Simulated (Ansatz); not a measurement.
**HgTe: a two-dimensional strain map**

The task, for HgTe: map the energy over biaxial and axial strain.

Computed with Ansatz 0.2.0 (DFT PBEsol, scalar-relativistic, plane waves, PAW, unless a step's input says otherwise).

**1. Starting point**

The structure is tetragonal, space group I-4m2 (No. 119). Conventional cell: a = 6.091 Å, b = 6.091 Å, c = 3.119 Å, α = 90.00°, β = 90.00°, γ = 90.00°. Hg (site symmetry -4m2) is surrounded by 2 Hg at 3.12 Å and 4 Te at 3.14 Å. Te (site symmetry -4m2) is surrounded by 2 Te at 3.12 Å and 4 Hg at 3.14 Å.

Structure file:

```cif
data_structure
_symmetry_space_group_name_H-M 'P 1'
_symmetry_Int_Tables_number 1
_cell_length_a 4.5807
_cell_length_b 4.5807
_cell_length_c 4.5807
_cell_angle_alpha 96.655
_cell_angle_beta 96.655
_cell_angle_gamma 140.194
_cell_volume 57.86
loop_
_atom_site_label
_atom_site_type_symbol
_atom_site_fract_x
_atom_site_fract_y
_atom_site_fract_z
_atom_site_occupancy
Hg1 Hg 0.25000 0.75000 0.50000 1
Te1 Te 0.00000 0.00000 0.00000 1
```

It goes back to an entry of the Materials Project, which need not be the stable form.

No relaxation comes first: the listed cell is the starting point.

**2. The reference: the undisturbed cell on the scan's mesh**

input.yaml

```yaml
crystal:
  lattice:
    - [-3.045603, 3.045603, 1.55941]
    - [3.045603, -3.045603, 1.55941]
    - [3.045603, 3.045603, -1.55941]
  atoms:
    - { symbol: Hg, position: [0.25, 0.75, 0.5] }
    - { symbol: Te, position: [0.0, 0.0, 0.0] }
basis:
  ecutwfc: 420
kpoints:
  mp_grid: { grid: [18, 18, 18] }
hamiltonian:
  xc: pbesol
scf:
  occupations: { method: gaussian, width: 0.15 }
output:
  forces: true
  stress: true
  eigenvalues: true
```

Launch:

```bash
$ ansatz run input.yaml --threads 1 --pin off --max-ram 2560MiB --backend cpu --events-out ev --progress --plain --runs-dir out
```

Further runs follow: At p = -0.080, q = -0.080; At p = -0.080, q = 0.000; At p = -0.080, q = 0.080; At p = 0.000, q = -0.080; At p = 0.000, q = 0.080; p = 0.080, q = -0.080; point p = 0.080, q = 0.000; p = 0.080, q = 0.080; p = -0.080, q = -0.040; p = -0.080, q = 0.040.

Before running it: what results should come out? Wanted: highest point; lowest point away from the origin.

**Answer**, as computed:

```
                         quantity                                      value
                    highest point  284.2 meV/atom at (p, q) = (0.080, 0.080)
lowest point away from the origin           -9.3 meV/atom at (-0.080, 0.040)
```

In words: Of the points run, the lowest is (-0.080, 0.040), 9.3 meV/atom below the undisturbed cell, which was taken as given and not relaxed at this level. At |p| = |q| = 0.080, points where p and q have the same sign cost 210.5 meV/atom on average, those of opposite sign 58.4: stretching in the plane is cheaper with a contraction along z. Spin-orbit coupling is left out for Hg, Te.
